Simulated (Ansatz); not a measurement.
# Alloy of AlN and SiC (6 of 48 Al sites, 6 of 48 N sites exchanged), 96 atoms, part 2 of 2

Ansatz 0.2.0, PAW. Earlier steps stand in the parts before.

## (3) Single point with HSE06

The input, in.yaml:

```yaml
crystal:
  lattice:
    - [9.399155, 0.000000, 0.000000]
    - [0.000000, 10.835044, 0.000000]
    - [0.000000, 0.000000, 9.928056]
  atoms:
    - { symbol: Al, position: [0.162899, 0.086076, 0.250385] }
    - { symbol: Al, position: [0.165884, 0.083560, 0.748214] }
    - { symbol: Al, position: [0.995943, 0.327828, 0.251301] }
    - { symbol: Al, position: [0.999602, 0.334291, 0.748518] }
    - { symbol: Al, position: [0.500455, 0.086434, 0.238911] }
    - { symbol: Al, position: [0.500026, 0.082226, 0.752923] }
    - { symbol: Al, position: [0.333792, 0.328619, 0.743099] }
    - { symbol: Al, position: [0.168418, 0.583359, 0.750151] }
    - { symbol: Al, position: [0.002216, 0.834250, 0.249370] }
    - { symbol: Al, position: [0.002128, 0.834335, 0.749644] }
    - { symbol: Al, position: [0.837083, 0.080935, 0.211403] }
    - { symbol: Al, position: [0.831404, 0.083033, 0.756827] }
    - { symbol: Al, position: [0.667989, 0.333316, 0.742722] }
    - { symbol: Al, position: [0.497660, 0.582475, 0.745468] }
    - { symbol: Al, position: [0.333908, 0.839445, 0.252729] }
    - { symbol: Al, position: [0.334558, 0.834453, 0.750707] }
    - { symbol: Al, position: [0.832480, 0.581236, 0.252604] }
    - { symbol: Al, position: [0.834078, 0.588951, 0.750856] }
    - { symbol: Al, position: [0.666248, 0.834079, 0.250689] }
    - { symbol: Al, position: [0.663147, 0.834302, 0.749013] }
    - { symbol: Al, position: [0.993091, 0.161617, 0.500605] }
    - { symbol: Al, position: [0.004123, 0.169263, 0.988218] }
    - { symbol: Al, position: [0.336336, 0.158603, 0.499919] }
    - { symbol: Al, position: [0.331528, 0.166782, 0.998351] }
    - { symbol: Al, position: [0.163780, 0.416179, 0.502293] }
    - { symbol: Al, position: [0.168325, 0.420028, 0.996679] }
    - { symbol: Al, position: [0.998592, 0.669859, 0.501493] }
    - { symbol: Al, position: [0.003878, 0.666200, 0.998089] }
    - { symbol: Al, position: [0.670624, 0.152830, 0.497322] }
    - { symbol: Al, position: [0.659842, 0.169892, 0.989715] }
    - { symbol: Al, position: [0.331033, 0.670568, 0.501387] }
    - { symbol: Al, position: [0.331448, 0.665693, 0.996943] }
    - { symbol: Al, position: [0.164871, 0.918578, 0.501327] }
    - { symbol: Al, position: [0.168305, 0.918642, 0.997241] }
    - { symbol: Al, position: [0.835390, 0.417180, 0.503278] }
    - { symbol: Al, position: [0.831647, 0.417449, 0.996538] }
    - { symbol: Al, position: [0.671542, 0.669207, 0.503258] }
    - { symbol: Al, position: [0.664539, 0.662961, 0.998022] }
    - { symbol: Al, position: [0.501816, 0.917238, 0.498118] }
    - { symbol: Al, position: [0.500242, 0.915045, 0.999878] }
    - { symbol: Al, position: [0.834110, 0.921010, 0.499224] }
    - { symbol: Al, position: [0.831475, 0.909272, 0.987087] }
    - { symbol: Si, position: [0.332291, 0.334409, 0.251763] }
    - { symbol: Si, position: [0.169988, 0.580697, 0.255497] }
    - { symbol: Si, position: [0.667608, 0.333046, 0.250765] }
    - { symbol: Si, position: [0.497650, 0.582318, 0.251985] }
    - { symbol: Si, position: [0.500156, 0.417431, 0.495234] }
    - { symbol: Si, position: [0.497665, 0.417368, 0.993949] }
    - { symbol: N, position: [0.012608, 0.174669, 0.181325] }
    - { symbol: N, position: [0.329373, 0.185452, 0.195333] }
    - { symbol: N, position: [0.332997, 0.167226, 0.686636] }
    - { symbol: N, position: [0.180916, 0.423050, 0.197612] }
    - { symbol: N, position: [0.172598, 0.420009, 0.689891] }
    - { symbol: N, position: [0.014841, 0.652196, 0.194399] }
    - { symbol: N, position: [0.005134, 0.662179, 0.690576] }
    - { symbol: N, position: [0.654981, 0.189185, 0.188165] }
    - { symbol: N, position: [0.494892, 0.420279, 0.187636] }
    - { symbol: N, position: [0.495949, 0.420490, 0.670770] }
    - { symbol: N, position: [0.334785, 0.654250, 0.198046] }
    - { symbol: N, position: [0.333980, 0.664939, 0.689922] }
    - { symbol: N, position: [0.169464, 0.917501, 0.189999] }
    - { symbol: N, position: [0.171903, 0.913763, 0.691645] }
    - { symbol: N, position: [0.820759, 0.412932, 0.193247] }
    - { symbol: N, position: [0.832054, 0.424676, 0.692604] }
    - { symbol: N, position: [0.651371, 0.653796, 0.194039] }
    - { symbol: N, position: [0.661319, 0.660974, 0.691484] }
    - { symbol: N, position: [0.499931, 0.913964, 0.193252] }
    - { symbol: N, position: [0.495227, 0.913044, 0.687423] }
    - { symbol: N, position: [0.833708, 0.894661, 0.180782] }
    - { symbol: N, position: [0.171081, 0.084159, 0.437579] }
    - { symbol: N, position: [0.170769, 0.084389, 0.942148] }
    - { symbol: N, position: [0.001249, 0.340673, 0.436980] }
    - { symbol: N, position: [0.002562, 0.344137, 0.945006] }
    - { symbol: N, position: [0.496009, 0.081702, 0.429744] }
    - { symbol: N, position: [0.343927, 0.341586, 0.430819] }
    - { symbol: N, position: [0.341891, 0.343073, 0.941598] }
    - { symbol: N, position: [0.169655, 0.582197, 0.432055] }
    - { symbol: N, position: [0.169429, 0.582814, 0.942107] }
    - { symbol: N, position: [0.005395, 0.829233, 0.436927] }
    - { symbol: N, position: [0.007896, 0.827528, 0.943382] }
    - { symbol: N, position: [0.654308, 0.349935, 0.427046] }
    - { symbol: N, position: [0.653463, 0.350135, 0.941120] }
    - { symbol: N, position: [0.496285, 0.573929, 0.431326] }
    - { symbol: N, position: [0.495589, 0.572115, 0.942931] }
    - { symbol: N, position: [0.332856, 0.831190, 0.440077] }
    - { symbol: N, position: [0.333303, 0.826972, 0.943986] }
    - { symbol: N, position: [0.833635, 0.583751, 0.440588] }
    - { symbol: N, position: [0.833976, 0.584865, 0.946859] }
    - { symbol: N, position: [0.662098, 0.826686, 0.437395] }
    - { symbol: N, position: [0.658120, 0.822010, 0.942295] }
    - { symbol: C, position: [0.001784, 0.169880, 0.694560] }
    - { symbol: C, position: [0.661673, 0.170385, 0.688574] }
    - { symbol: C, position: [0.832716, 0.910253, 0.694381] }
    - { symbol: C, position: [0.492911, 0.081786, 0.949397] }
    - { symbol: C, position: [0.833590, 0.082298, 0.410488] }
    - { symbol: C, position: [0.831835, 0.084275, 0.967216] }
  symmetry: { detect: false }
kpoints:
  mp_grid: { grid: [1, 1, 1], shift: [0.25, 0.25, 0.25] }
hamiltonian:
  xc: hse06
scf:
  occupations: { method: fermi_dirac, width: 0.01 }
output:
  forces: true
  eigenvalues: true
  populations: true
  eigenstates: { kpoints: [[0.25, 0.25, 0.25]], e_range: [-6.0, 6.0], localisation: true }
```

Command:

```sh
$ ansatz run in.yaml --threads 2 --pin off --max-ram 20900MiB --runs-dir r --events-out ev --progress --plain --backend cuda --devices 0, --max-vram 18GiB
```

The program printed:

```text
Pseudopotentials: kind: paw
Functional definition: HSE06
  parameter a = 0.25
  parameter omega = 0.11/bohr
  exchange = pbe_x - a*pbe_x_sr(omega) + a*exact_x_sr(omega)
  correlation = pbe_c
Crystal: 96 atoms, lattice volume = 1011.076 Å³
Basis set: ecut = 420 eV, 19747 PW (Γ), exchange–correlation on 128×150×144 points (8 copies of the dense FFT grid, shifted against one another)
Bands: 288, of which v1, the nominal top of the filled ones, is band 192 counted from 1 (191 counted from 0)
Symmetry: 1 space group operations
k-points: 1
Non-local potential: Al, projectors of the file, l = 0: 2, l = 1: 2, l = 2: 1
Non-local potential: Si, projectors of the file, l = 0: 2, l = 1: 2, l = 2: 2
Non-local potential: N, projectors of the file, l = 0: 2, l = 1: 2, l = 2: 1
Non-local potential: C, projectors of the file, l = 0: 2, l = 1: 2, l = 2: 1
PAW form: soft (Blöchl's): semilocal exchange-correlation on the pseudo side does not see the compensation charge
PAW frozen core: Al, regenerated for the run's functional, and the local potential with it (the file was generated under x = pbe(κ = 0.804, μ = 0.2195149727645171), c = pbe(β = 0.06672455060314922))
PAW frozen core: Si, regenerated for the run's functional, and the local potential with it (the file was generated under x = pbe(κ = 0.804, μ = 0.2195149727645171), c = pbe(β = 0.06672455060314922))
PAW frozen core: N, regenerated for the run's functional, and the local potential with it (the file was generated under x = pbe(κ = 0.804, μ = 0.2195149727645171), c = pbe(β = 0.06672455060314922))
PAW frozen core: C, regenerated for the run's functional, and the local potential with it (the file was generated under x = pbe(κ = 0.804, μ = 0.2195149727645171), c = pbe(β = 0.06672455060314922))
PAW one-centre angular grid: Al, 110 points (default); XC on 64 Gauss nodes
PAW one-centre angular grid: Si, 110 points (default); XC on 64 Gauss nodes
PAW one-centre angular grid: N, 110 points (default); XC on 64 Gauss nodes
PAW one-centre angular grid: C, 110 points (default); XC on 64 Gauss nodes
Initial density: superposition of atomic densities (neutral atoms: chi_scale 0, normalization atom), corrected by the library's trained network
Initial wavefunctions: pseudopotential atomic-orbital guess
Functional: x = pbe(κ = 0.804, μ = 0.2195149727645171), c = pbe(β = 0.06672455060314922), warm-up for x = pbe(κ = 0.804, μ = 0.2195149727645171) + 0.25 (exact − pbe) at short range (hse, ω = 0.20786987370883472 Å⁻¹), c = pbe(β = 0.06672455060314922); HSE06 as pw.x's `hse` composes it (authors' and Libxc's form: `xc: wpbeh`)
SCF iter   1: F=—  HF=-44126.890213 eV  |F-HF|=—  |Δ(HF+E_count)|=         —  Δρ=4.72e-3  dr2=1.75e0  ethr=1.77e-3  ⟨swp⟩=14.0  Hψ=1750  notcnv=0
preconditioner: auto → none  [insulator: Δε(μ)=3.005 eV  Ē_g=12.840 eV  σ=0.010 eV  W_gap=1.00  n_scr=212 (ndim 8)  ℏωp=22.9 eV  f_vac=0.000  D(μ)=0.00/eV (n_scr^D=0)]
SCF iter   2: F=—  HF=-44126.557271 eV  |F-HF|=—  |Δ(HF+E_count)|=   3.33e-1  Δρ=2.68e-3  dr2=2.72e-1  ethr=4.57e-4  ⟨swp⟩=16.0  Hψ=795  notcnv=0  defer=5
iter 3 solved again at ethr=4.78e-6 eV; its pass at ethr=7.08e-5 eV (dr2=1.84e-2 eV) is discarded
SCF iter   3: F=—  HF=-44126.506880 eV  |F-HF|=—  |Δ(HF+E_count)|=   5.04e-2  Δρ=1.05e-3  dr2=1.82e-2  ethr=4.78e-6  ⟨swp⟩=7.0  Hψ=1668  notcnv=0  defer=30
SCF iter   4: F=—  HF=-44126.502886 eV  |F-HF|=—  |Δ(HF+E_count)|=   3.99e-3  Δρ=3.99e-4  dr2=2.13e-3  ethr=4.75e-6  ⟨swp⟩=9.0  Hψ=881  notcnv=0  defer=8
SCF iter   5: F=-44126.502471 eV  HF=-44126.502581 eV  |F-HF|=1.10e-4  |Δ(HF+E_count)|=   3.06e-4  Δρ=1.21e-4  dr2=1.79e-4  ethr=5.55e-7  ⟨swp⟩=8.0  Hψ=724  notcnv=0  defer=11
SCF 1 stopped early in 5 iterations: F = -44126.502471 eV  dr2 = 1.79e-4
Initial density: handed on by an earlier stage of this run
Initial wavefunctions: those handed on with the density
Functional: x = pbe(κ = 0.804, μ = 0.2195149727645171) + 0.25 (exact − pbe) at short range (hse, ω = 0.20786987370883472 Å⁻¹), c = pbe(β = 0.06672455060314922); HSE06 as pw.x's `hse` composes it (authors' and Libxc's form: `xc: wpbeh`)
Exchange kernel: α = 0.2500, screened, ω = 0.2079 Å⁻¹, Wigner–Seitz truncation, v(0) = 905.3271 eV·Å³, q-mesh 1×1×1, nearest image of the exchange supercell L = 9.40 Å, pair-density grid 45×54×48, without the augmentation charges, whose exchange is taken in its separable form (sized by the pseudopotential files, 64×75×72 at the most)
Frozen-core exchange: fock
SCF iter   1: F=—  HF=-44149.091688 eV  |F-HF|=—  |Δ(HF+E_count)|=         —  Δρ=6.29e-3  dr2=2.70e-1  ethr=4.67e-7  ⟨swp⟩=13.0  Hψ=1932  notcnv=0
preconditioner: auto → none  [insulator: Δε(μ)=3.399 eV  Ē_g=14.776 eV  σ=0.010 eV  W_gap=1.00  n_scr=212 (ndim 8)  ℏωp=22.9 eV  f_vac=0.000  D(μ)=0.00/eV (n_scr^D=0)]
SCF iter   2: F=—  HF=-44149.001401 eV  |F-HF|=—  |Δ(HF+E_count)|=   9.03e-2  Δρ=2.86e-3  dr2=5.47e-2  ethr=4.67e-7  ⟨swp⟩=7.0  Hψ=1283  notcnv=0
SCF iter   3: F=—  HF=-44149.128016 eV  |F-HF|=—  |Δ(HF+E_count)|=   1.27e-1  Δρ=1.15e-3  dr2=4.27e-2  ethr=4.67e-7  ⟨swp⟩=8.0  Hψ=1310  notcnv=0
SCF iter   4: F=—  HF=-44149.129100 eV  |F-HF|=—  |Δ(HF+E_count)|=   1.08e-3  Δρ=1.08e-3  dr2=4.80e-2  ethr=4.67e-7  ⟨swp⟩=7.0  Hψ=1298  notcnv=0
SCF iter   5: F=—  HF=-44149.118879 eV  |F-HF|=—  |Δ(HF+E_count)|=   1.02e-2  Δρ=4.51e-4  dr2=8.62e-3  ethr=4.67e-7  ⟨swp⟩=6.0  Hψ=1044  notcnv=0
SCF iter   6: F=—  HF=-44149.116876 eV  |F-HF|=—  |Δ(HF+E_count)|=   2.00e-3  Δρ=1.00e-4  dr2=5.48e-4  ethr=4.67e-7  ⟨swp⟩=5.0  Hψ=825  notcnv=0
SCF iter   7: F=—  HF=-44149.118037 eV  |F-HF|=—  |Δ(HF+E_count)|=   1.16e-3  Δρ=7.48e-5  dr2=9.23e-5  ethr=1.06e-7  ⟨swp⟩=8.0  Hψ=851  notcnv=0
SCF iter   8: F=-44149.118015 eV  HF=-44149.118017 eV  |F-HF|=2.39e-6  |Δ(HF+E_count)|=   2.00e-5  Δρ=1.39e-5  dr2=1.23e-5  ethr=2.16e-8  ⟨swp⟩=3.0  Hψ=536  notcnv=0
SCF 2 stopped early in 8 iterations: F = -44149.118015 eV  dr2 = 1.23e-5
  Residual-converged pass: ⟨swp⟩=4.0  Hψ=752  notcnv=0  max |occ|·‖R‖ = 5.1e-6 eV (tolerance 6.7e-6 eV)  dr2=1.26e-5  dr2_onsite=7.88e-8  max |Δocc| = 0.0e0
[... from here the SCF cycle lines were not kept, up to the last twenty ...]
hybrid outer 1: dexx = +1.426e-1 eV, tail = 8.69e-5 eV
SCF iter   1: F=—  HF=-44149.117381 eV  |F-HF|=—  |Δ(HF+E_count)|=         —  Δρ=2.32e-5  dr2=1.09e-5  ethr=1.13e-7  ⟨swp⟩=16.0  Hψ=958  notcnv=0
preconditioner: auto → none  [insulator: Δε(μ)=3.234 eV  Ē_g=14.772 eV  σ=0.010 eV  W_gap=1.00  n_scr=212 (ndim 8)  ℏωp=22.9 eV  f_vac=0.000  D(μ)=0.00/eV (n_scr^D=0)]
SCF iter   2: F=—  HF=-44149.117379 eV  |F-HF|=—  |Δ(HF+E_count)|=   1.70e-6  Δρ=8.64e-6  dr2=4.14e-7  ethr=2.53e-9  ⟨swp⟩=3.0  Hψ=565  notcnv=0
SCF iter   3: F=—  HF=-44149.117380 eV  |F-HF|=—  |Δ(HF+E_count)|=   8.48e-7  Δρ=4.34e-6  dr2=2.04e-7  ethr=7.86e-11  ⟨swp⟩=9.0  Hψ=1018  notcnv=0  defer=7
SCF iter   4: F=—  HF=-44149.117380 eV  |F-HF|=—  |Δ(HF+E_count)|=   2.32e-8  Δρ=1.49e-6  dr2=6.15e-8  ethr=5.02e-11  ⟨swp⟩=7.0  Hψ=623  notcnv=0  defer=1
SCF iter   5: F=-44149.117380 eV  HF=-44149.117380 eV  |F-HF|=1.94e-9  |Δ(HF+E_count)|=   1.34e-8  Δρ=5.72e-7  dr2=3.79e-9  ethr=1.30e-11  ⟨swp⟩=5.0  Hψ=536  notcnv=0
SCF 3 converged in 5 iterations: F = -44149.117380 eV  dr2 = 3.79e-9
  Residual-converged pass: ⟨swp⟩=3.0  Hψ=492  notcnv=0  max |occ|·‖R‖ = 2.6e-6 eV (tolerance 3.1e-6 eV)  dr2=3.11e-9  dr2_onsite=2.93e-10  max |Δocc| = 0.0e0
hybrid outer 2: dexx = +8.046e-7 eV, tail = 1.43e-8 eV, Δε = 1.97e-3 eV (about 2.94e-5 eV left of the loop's levels), ΔF = 5.58e-3 eV/Å (tail 3.52e-4)
NSCF: frozen V_eff on 1 k-points
hybrid SCF converged: 2 outer / 13 inner (+5 warm-up), last move |dexx| = 8.05e-7 eV, tail = 1.43e-8 eV
Stability not checked: this state was not tested for a lower state beside it, because the functional holds exact exchange (a hybrid, or Hartree-Fock), whose exchange loop this test does not read (fock_operator; see scf.lower_state_search)
Free energy (F): -44149.117380 eV
Harris-Foulkes:  -44149.117380 eV  (|F-HF|=1.94e-9)
Internal energy: -44149.117380 eV  (E = F + TS)
E sigma→0 (E₀):  -44149.117380 eV
Fermi energy:    10.267294 eV
--- Per-component energies (eV) ---
  E_band       = 210.428337
  E_kinetic    = 7520.385738
  E_local      = -10588.544625  (includes V_loc(G=0)·N_el)
  E_nonlocal   = 2577.172018
  E_hartree    = 3728.007294
  E_xc         = -3978.932986
  E_vxc        = -4175.767633  (∫ρ·V_xc dr)
  E_exx        = -841.574104  (= α·E_x^exact, valence–valence)
  E_paw        = -28768.647060  (= ΣΔE_a)
  E_vpaw       = -895.689120  (= ΣTr[D̂ρ^β])
  E_aug_tail   = 0.004124  (compensation charges beyond the density's cutoff)
  E_ewald      = -13793.715981
  E_core_change = -3.271786  (= ΣΔE_core)
  E_smearing   = -0.000000  (= −TS)
  E_closure    = -0.000012  (closes the sum)
  Σ components = -44149.117380   (vs F -44149.117380, Δ=-7.28e-12)
--- Forces (eV/Å), atoms counted from 1 ---
  atom   1  Al    -0.07197144     0.02415399     0.03149158
  atom   2  Al    -0.05180873     0.03072838     0.00243820
  atom   3  Al    -0.02348364    -0.14285117     0.05505986
[... 41 atoms left out ...]
  atom  45  Si     0.05946820    -0.15585428    -0.00849343
[... 4 atoms left out ...]
  atom  50  N      0.01325099     0.17531393     0.06231674
[... 5 atoms left out ...]
  atom  56  N     -0.05574015     0.21062603     0.10239123
[... 8 atoms left out ...]
  atom  65  N     -0.10161986    -0.09445108     0.04463298
[... 9 atoms left out ...]
  atom  75  N      0.06364986     0.07422652    -0.10376648
[... 5 atoms left out ...]
  atom  81  N     -0.10349811     0.09896706    -0.12525874
  atom  82  N     -0.11964843     0.10331114     0.07674606
[... 14 atoms left out ...]
  max |Σ_I F_I| component: 1.78e-4 eV/Å
--- Band table (eV) ---
  k-point 0: bands = [... 180 lower levels ..., "7.0208", "7.1884", "7.4017", "7.4872", "7.6882", "7.8099", "8.0091", "8.0976", "8.1438", "8.4337", "8.5402", "8.6503", "11.8843", "12.0490", "12.1471", "12.2545", "12.4547", "12.5464", "12.6568", "12.6937", "12.8146", "12.9269", "13.0241", "13.1357", ... 84 higher levels ...]
--- Löwdin populations: 96 sites ---
  site symbol       q [e]
     0     Al      1.8597
     1     Al      1.9267
[... 94 atoms left out ...]
  spilling = 0.009643 (of n_electrons = 384.000000)
```

Wall time 37 s (1 × NVIDIA H100 80GB HBM3 with 2 threads of AMD EPYC 7R13, shared host); peak host memory 2.7 GiB.

Spacing of the frontier levels at the single k point (¼, ¼, ¼): 3.23 eV (8.650 to 11.884 eV).

Frontier states and how far they spread:

```csv
level (eV),spin,filling,atoms sharing it,main element,its share,largest atom
-0.51,both,2.00,13.7,C,0.59,C95 (0.18)
-0.22,both,2.00,7.2,C,0.61,C93 (0.33)
-0.11,both,2.00,12.4,C,0.58,C96 (0.19)
0.00,both,2.00,8.1,C,0.62,C92 (0.24)
3.23,both,0.00,24.6,N,0.43,–
3.40,both,0.00,38.5,N,0.46,–
3.50,both,0.00,42.6,N,0.49,–
3.60,both,0.00,41.8,N,0.44,–
```

The largest force by HSE06 is 0.24 eV/Å, on N56: the geometry is not this level's minimum.

## (4) What came out

This closing draws on all 2 parts. Changes of volume or cell count from the first structure of part 1.

```
             level        time  top filled to lowest empty (eV)
PBEsol, relaxation  21 s (GPU)                             2.13
             HSE06  37 s (GPU)                             3.23
```

| quantity | value |
| --- | --- |
| relaxation | 9 recorded steps, 10.24 eV gained |
| largest shift | 0.38 Å (Al11) |
| relaxed cell | a = 9.399 Å, b = 10.835 Å, c = 9.928 Å, α = 90.00°, β = 90.00°, γ = 90.00° |
| mean bonds | Al–C 1.917, Al–N 1.920, N–Si 1.791 Å |

**What this shows.** Relaxation gains 10.24 eV, with shifts up to 0.38 Å (Al11), while the volume changes by +0.8 %. The mean lengths of the listed bonds run from N–Si 1.79 Å to Al–N 1.92 Å. At the same k points, PBEsol gives a spacing 1.10 eV smaller than the 3.23 eV of HSE06. With one k point the spacing samples only the states that fold onto it, so it can exceed the gap over the zone.
